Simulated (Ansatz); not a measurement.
# C₂H₄ClFOSi: geometry optimisation

The task: find the minimum of C₂H₄ClFOSi nearest to the start.

The runs use Ansatz 0.2.0; RKS B3LYP-D4/def2-SVP.

### Step 1. Starting geometry

10 atoms, charge 0, spin multiplicity 1.

Atoms are counted from 1 here; the program's logs count them from 0.

Bond lengths: F1–C2 1.376 Å, C2–C3 1.552 Å, C2–O6 1.428 Å, C2–H7 1.114 Å, C3–Si4 1.883 Å, C3–H8 1.106 Å, C3–H9 1.106 Å, Si4–Cl5 2.071 Å, Si4–O6 1.711 Å, Si4–H10 1.495 Å. Angles: F1–C2–C3 111.2°, F1–C2–O6 109.5°, F1–C2–H7 107.3°, C3–C2–O6 102.7°, C3–C2–H7 115.9°, O6–C2–H7 110.0°, C2–C3–Si4 83.1°, C2–C3–H8 114.3°, C2–C3–H9 112.3°, Si4–C3–H8 115.7°, Si4–C3–H9 119.0°, H8–C3–H9 110.0°, C3–Si4–Cl5 116.1°, C3–Si4–O6 80.6°, C3–Si4–H10 123.6°, Cl5–Si4–O6 112.7°, Cl5–Si4–H10 106.8°, O6–Si4–H10 115.1° and more.

Geometry (Å):

```xyz
10
C2H4ClFOSi
F    -1.38109   -0.09455    1.72647
C    -1.05129   -0.20270    0.39491
C     0.34732   -0.85097    0.21378
Si    0.79657    0.84736   -0.46474
Cl    1.25656    0.92954   -2.48185
O    -0.86761    1.10108   -0.15682
H    -1.89665   -0.71724   -0.11582
H     0.37218   -1.68176   -0.51650
H     0.78642   -1.17817    1.17501
H     1.72068    1.79622    0.22845
```

### Step 2. Relaxation

File input.yaml:

```yaml
crystal:
  periodic: [false, false, false]
  atoms:
    - { symbol: F, position_ang: [-1.381087, -0.094553, 1.726473] }
    - { symbol: C, position_ang: [-1.051287, -0.202699, 0.39491] }
    - { symbol: C, position_ang: [0.347316, -0.850973, 0.213783] }
    - { symbol: Si, position_ang: [0.796568, 0.847364, -0.464738] }
    - { symbol: Cl, position_ang: [1.256565, 0.929542, -2.481853] }
    - { symbol: O, position_ang: [-0.86761, 1.101077, -0.156823] }
    - { symbol: H, position_ang: [-1.896646, -0.717242, -0.115817] }
    - { symbol: H, position_ang: [0.372177, -1.681762, -0.516497] }
    - { symbol: H, position_ang: [0.786421, -1.178173, 1.175009] }
    - { symbol: H, position_ang: [1.720684, 1.796218, 0.228453] }
basis:
  gaussian: { orbitals: def2-SVP }
hamiltonian:
  xc: { name: B3LYP }
  dispersion: d4
output:
  forces: true
relax:
  f_tol: 0.003
  max_steps: 120
```

Started as:

```
$ ansatz run input.yaml --threads 1 --pin off --max-ram 2560MiB --backend cpu --events-out ev --progress --plain --runs-dir out
```

Standard output (excerpt; [...] marks lines left out):

```text
Warning: RAYON_NUM_THREADS=1 ignored (pool sized by the plan → 1); use --threads N
[...]
Functional definition: B3LYP
[...]
1174 factors; integrals over basis functions are off by at most 3.2e-4 eV
[...]
mean field -27294.35834147 eV, -1003.0491682684 hartree, gradient 2.7e-5 eV, S^2 0.000000; 0 other end points of the search recorded, 0 dependent functions left out
[...]
reference -27294.35857429 eV, -1003.0491768245 hartree; 32, 32 occupied and 80, 80 virtual orbitals, 1174 factors
relax step   1: F+E_penalty+E_count = -27294.76104758 eV  Δ(F+E_penalty+E_count) = +0.000e0 eV  max|allowed force component| = 4.401e-1 eV/Å  Δτ_max = 0.0000 Å  (27 SCF iters, accepted)
[...]
relax step   5: F+E_penalty+E_count = -27294.77452184 eV  Δ(F+E_penalty+E_count) = -5.415e-6 eV  max|allowed force component| = 5.122e-3 eV/Å  Δτ_max = 0.0007 Å  (20 SCF iters, accepted)
[...]
relax step   6: F+E_penalty+E_count = -27294.77452341 eV  Δ(F+E_penalty+E_count) = -1.577e-6 eV  max|allowed force component| = 1.582e-3 eV/Å  Δτ_max = 0.0005 Å  (20 SCF iters, accepted)
1174 factors; integrals over basis functions are off by at most 3.2e-4 eV
mean field -27294.37048446 eV, -1003.0496145149 hartree, gradient 2.0e-5 eV, S^2 0.000000; 1 other end points of the search recorded, 0 dependent functions left out
[...]
reference -27294.37071663 eV, -1003.0496230472 hartree; 32, 32 occupied and 80, 80 virtual orbitals, 1174 factors
Total energy: -27294.77475559 eV, -1003.0644712050 hartree
Atom 0 at    -1.374988    -0.089626     1.718254 Å, force     0.000583    -0.000057     0.000264 eV/Å
Atom 1 at    -1.050147    -0.203503     0.394162 Å, force    -0.000062    -0.000562    -0.000718 eV/Å
Atom 2 at     0.347756    -0.847801     0.213030 Å, force    -0.000440     0.000722     0.001582 eV/Å
Atom 3 at     0.794147     0.848079    -0.464118 Å, force     0.000794    -0.000084    -0.000694 eV/Å
Atom 4 at     1.254529     0.930925    -2.475555 Å, force     0.000124    -0.000032     0.000214 eV/Å
Atom 5 at    -0.856721     1.088637    -0.158510 Å, force    -0.000497    -0.000098    -0.000450 eV/Å
Atom 6 at    -1.889026    -0.713594    -0.109705 Å, force     0.000188     0.000184     0.000381 eV/Å
Atom 7 at     0.369148    -1.673506    -0.511618 Å, force    -0.000253     0.000472    -0.000471 eV/Å
Atom 8 at     0.782001    -1.174797     1.167744 Å, force    -0.000026    -0.000401    -0.000332 eV/Å
Atom 9 at     1.706404     1.783985     0.229216 Å, force    -0.000412    -0.000144     0.000222 eV/Å
Dipole moment:     0.282595    -0.327990    -0.027148 e Å
```

Wall time 37 s (1 thread of Arm Neoverse V2, shared host); peak memory 0.26 GiB.

Step by step:

```
step  energy from step 1 (eV)  largest force component (eV/Å)
   1                   0.0000                          0.4401
   2                  -0.0114                          0.1996
   3                  -0.0134                          0.0564
   4                  -0.0135                          0.0100
   5                  -0.0135                          0.0051
   6                  -0.0135                          0.0016
```

Close pairs (by a distance rule), those that changed most:

```
   bond  before (Å)  after (Å)  change (Å)
Si4–H10       1.495      1.479      -0.015
 Si4–O6       1.711      1.696      -0.015
  C2–H7       1.114      1.104      -0.010
  C2–O6       1.428      1.419      -0.009
  F1–C2       1.376      1.368      -0.008
  C3–H9       1.106      1.099      -0.008
  C3–H8       1.106      1.099      -0.008
Si4–Cl5       2.071      2.065      -0.005
```

### Step 3. Outcome

```
             quantity      value
        energy gained  0.0135 eV
root mean square move    0.011 Å
        dipole moment     2.08 D
```

Bond lengths: F1–C2 1.368 Å, C2–C3 1.550 Å, C2–O6 1.419 Å, C2–H7 1.104 Å, C3–Si4 1.880 Å, C3–H8 1.099 Å, C3–H9 1.099 Å, Si4–Cl5 2.065 Å, Si4–O6 1.696 Å, Si4–H10 1.479 Å. Angles: F1–C2–C3 111.2°, F1–C2–O6 109.5°, F1–C2–H7 107.5°, C3–C2–O6 102.1°, C3–C2–H7 116.1°, O6–C2–H7 110.3°, C2–C3–Si4 83.2°, C2–C3–H8 114.0°, C2–C3–H9 112.3°, Si4–C3–H8 115.8°, Si4–C3–H9 119.2°, H8–C3–H9 110.0°, C3–Si4–Cl5 116.1°, C3–Si4–O6 80.3°, C3–Si4–H10 123.3°, Cl5–Si4–O6 112.8°, Cl5–Si4–H10 107.1°, O6–Si4–H10 115.2° and more. No frequencies were computed here.
